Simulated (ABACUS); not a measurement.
This ABACUS 3.10.1 run on Ba2Tl5V3O12 needs a look.

The input INPUT:

```
INPUT_PARAMETERS
suffix              Ba2Tl5V3O12
calculation         scf
basis_type          lcao
pseudo_dir          ./
orbital_dir         ./
symmetry            1
dft_functional      pbe
ecutwfc             100
pseudo_rcut         7
nspin               1
nbands              118
ks_solver           genelpa
smearing_method     tetra
smearing_sigma      0.00367493
scf_thr             1e-07
scf_nmax            60
mixing_type         broyden
mixing_beta         0.7
cal_force           1
cal_stress          1
out_mul             1
```

File STRU:

```
ATOMIC_SPECIES
Ba 137.3270 Ba.upf
V 50.9415 V.upf
Tl 204.3800 Tl.upf
O 15.9990 O.upf

NUMERICAL_ORBITAL
Ba_confined-atom_9au_3s2p2d.orb
V_confined-atom_7au_3s2p2d1f.orb
Tl_confined-atom_8au_2s2p2d.orb
O_confined-atom_6au_2s2p1d.orb

LATTICE_CONSTANT
1.8897261246

LATTICE_VECTORS
8.1542100000 0.0000000000 0.0000000000
-4.0771100000 7.0617600000 0.0000000000
0.0000000000 0.0000000000 6.9212800000

ATOMIC_POSITIONS
Direct

Ba
0.0
2
0.0000000000 0.0000000000 0.2355200000 1 1 1
0.0000000000 0.0000000000 0.7644800000 1 1 1

V
0.0
3
0.5000000000 0.0000000000 0.0000000000 1 1 1
0.0000000000 0.5000000000 0.0000000000 1 1 1
0.5000000000 0.5000000000 0.0000000000 1 1 1

Tl
0.0
5
0.5000000000 0.0000000000 0.5000000000 1 1 1
0.0000000000 0.5000000000 0.5000000000 1 1 1
0.5000000000 0.5000000000 0.5000000000 1 1 1
0.3333300000 0.6666700000 0.2248900000 1 1 1
0.6666700000 0.3333300000 0.7751100000 1 1 1

O
0.0
12
0.3389000000 0.3433400000 0.8144400000 1 1 1
0.6566600000 0.9955600000 0.8144400000 1 1 1
0.0044400000 0.6611000000 0.8144400000 1 1 1
0.3433400000 0.3389000000 0.1855600000 1 1 1
0.9955600000 0.6566600000 0.1855600000 1 1 1
0.6611000000 0.0044400000 0.1855600000 1 1 1
0.6611000000 0.6566600000 0.1855600000 1 1 1
0.3433400000 0.0044400000 0.1855600000 1 1 1
0.9955600000 0.3389000000 0.1855600000 1 1 1
0.6566600000 0.6611000000 0.8144400000 1 1 1
0.0044400000 0.3433400000 0.8144400000 1 1 1
0.3389000000 0.9955600000 0.8144400000 1 1 1
```

KPT

```
K_POINTS
0
Gamma
2 2 2 0 0 0
```

Potentials or basis: PseudoDojo NC SR 0.4.1 PBE standard, DZP LCAO (the cutoffs set its grid).

Command:

```console
$ OMP_NUM_THREADS=8 abacus > log
```

running log:

```text
ABACUS v3.10.1

               Atomic-orbital Based Ab-initio Computation at UStc

 !!!!!!!!!!!!!!!!!!!!!!!!!!!!!!!!!!!!!!!!!!!!!!!!!!!!!!!!!
                         NOTICE
 !!!!!!!!!!!!!!!!!!!!!!!!!!!!!!!!!!!!!!!!!!!!!!!!!!!!!!!!!

 The parameter smearing_method must be 'gauss', 'gaussian', 'fd', 'fermi-dirac', 'fixed', 'mp', 'mp2', 'mp3marzari-vanderbilt', 'cold' or 'mv'!
 CHECK IN FILE : OUT.Ba2Tl5V3O12/warning.log

 !!!!!!!!!!!!!!!!!!!!!!!!!!!!!!!!!!!!!!!!!!!!!!!!!!!!!!!!!
                         NOTICE
 !!!!!!!!!!!!!!!!!!!!!!!!!!!!!!!!!!!!!!!!!!!!!!!!!!!!!!!!!
```

Task: How did it end, and where is the flaw?

Result: The program refused the input. The input holds a flaw that was put in on purpose: unknown smearing name (smearing_method = tetra).
